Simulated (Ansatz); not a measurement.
# CaCu2S2 (database structure): how the settings move a single-point run

Aim: see which settings change the result for CaCu2S2 (database structure), by how much, and at what cost.

Computed with Ansatz 0.2.0 (reference: DFT PBE, plane waves, PAW, scalar-relativistic, no spin polarisation, unless a step's input says otherwise).

2 further runs of the same task are left out: 1 that didn't finish, 1 set aside as unsound or not needed.

## Step 1: The starting structure

The structure is trigonal, space group P-3m1 (No. 164). The conventional cell has a = 3.987 Å, b = 3.987 Å, c = 6.601 Å, α = 90.00°, β = 90.00°, γ = 120.00°. Cu (site symmetry 3m) has 4 S at 2.44 Å as nearest neighbours. Around Ca (site symmetry -3m) lie 6 S at 2.85 Å. Around S (site symmetry 3m) lie 4 Cu at 2.44 Å and 3 Ca at 2.85 Å.

Coordinates:

```
Cu Ca S
1.0
     3.98724    0.00000    0.00000
    -1.99362    3.45305    0.00000
     0.00000    0.00000    6.60120
Cu Ca S
2 1 2
Direct
  0.33330 0.66670 0.37649
  0.66670 0.33330 0.62351
  0.00000 0.00000 0.00000
  0.33330 0.66670 0.74630
  0.66670 0.33330 0.25370
```

## Step 2: The reference run

input.yaml reads:

```yaml
crystal:
  lattice:
    - [3.98723607, 0.0, 0.0]
    - [-1.99361803, 3.45304763, 0.0]
    - [0.0, 0.0, 6.60120326]
  atoms:
    - { symbol: Cu, position: [0.3333, 0.6667, 0.37649] }
    - { symbol: Cu, position: [0.6667, 0.3333, 0.62351] }
    - { symbol: Ca, position: [0.0, 0.0, 0.0] }
    - { symbol: S, position: [0.3333, 0.6667, 0.7463] }
    - { symbol: S, position: [0.6667, 0.3333, 0.2537] }
  symmetry: { tolerance: 0.0003 }
kpoints:
  mp_grid: { grid: [5, 5, 3], shift: [0, 0, 0] }
magnetization:
  spin_polarized: false
scf:
  occupations: { method: fermi_dirac, width: 0.1031 }
hamiltonian:
  pseudopotentials: { kind: paw }
  xc: pbe
basis:
  ecutwfc: 420
output:
  forces: true
  stress: true
  eigenvalues: true
```

The run is started by

```console
$ ansatz run input.yaml --threads 1 --pin off --max-ram 2560MiB --backend cpu --events-out ev --progress --plain --runs-dir out
```

## Step 3: Changed: mp_grid.grid [6, 6, 4], eigensolver.kind davidson

Changes to input.yaml since step 2:

```diff
@@ -13,3 +13,3 @@
 kpoints:
-  mp_grid: { grid: [5, 5, 3], shift: [0, 0, 0] }
+  mp_grid: { grid: [6, 6, 4], shift: [0, 0, 0] }
 magnetization:
@@ -18,2 +18,3 @@
   occupations: { method: fermi_dirac, width: 0.1031 }
+  eigensolver: { kind: davidson }
 hamiltonian:
@@ -27 +28,5 @@
   eigenvalues: true
+  write_density: true
+  write_potential: true
+  elf: true
+  volumetric_format: npy
```

## Step 4: Changing settings: occupations.method tetrahedron, lower_state_search off, n_extra_bands 16, width left out

Changes to input.yaml since step 2:

```diff
@@ -17,3 +17,5 @@
 scf:
-  occupations: { method: fermi_dirac, width: 0.1031 }
+  occupations: { method: tetrahedron }
+  lower_state_search: "off"
+  n_extra_bands: 16
 hamiltonian:
```

**Question.** What will these runs give? Wanted: for each run, ending; energy change; pressure; gap; force.

**Answer**, as computed:

```csv
run,ending,energy change,pressure (GPa),gap (eV),force (eV/Å),cycles,time
reference,converged,0,-3.2,0.94,0.30,7,2.6 s
"1: mp_grid.grid [6, 6, 4], eigensolver.kind davidson",converged,-1.2 meV/atom,-3.2,0.94,0.31,8,8.5 s
"2: occupations.method tetrahedron, lower_state_search off, n_extra_bands 16, width left out",converged,-0.1 meV/atom (σ→0),-3.2,0.94,0.30,7,3.1 s
```

Times don't compare one to one where runs were asked for different outputs or read a saved state (see the inputs); cycles may leave out searches for a lower state.

Residual by cycle in the longest SCF loop of each run; runs are numbered as in the table. The quantity is the density residual dr2, in eV.

```csv
cycle,reference,run 1,run 2
1,0.0025,0.00102,0.00357
2,0.00271,3.9e-4,0.00539
3,2.3e-4,2.3e-4,4.4e-4
4,8.1e-5,8.7e-6,1.2e-4
5,2.1e-6,3.9e-6,3.6e-6
6,3.2e-7,4.1e-7,9.0e-7
7,3.6e-8,2.0e-7,4.1e-8
8,-,4.3e-8,-
```

**Reading.** No change moves the result by more than the table shows.

The gaps are Kohn-Sham values of a semilocal functional, not quasiparticle or optical gaps. Such gaps usually fall short of the measured ones.
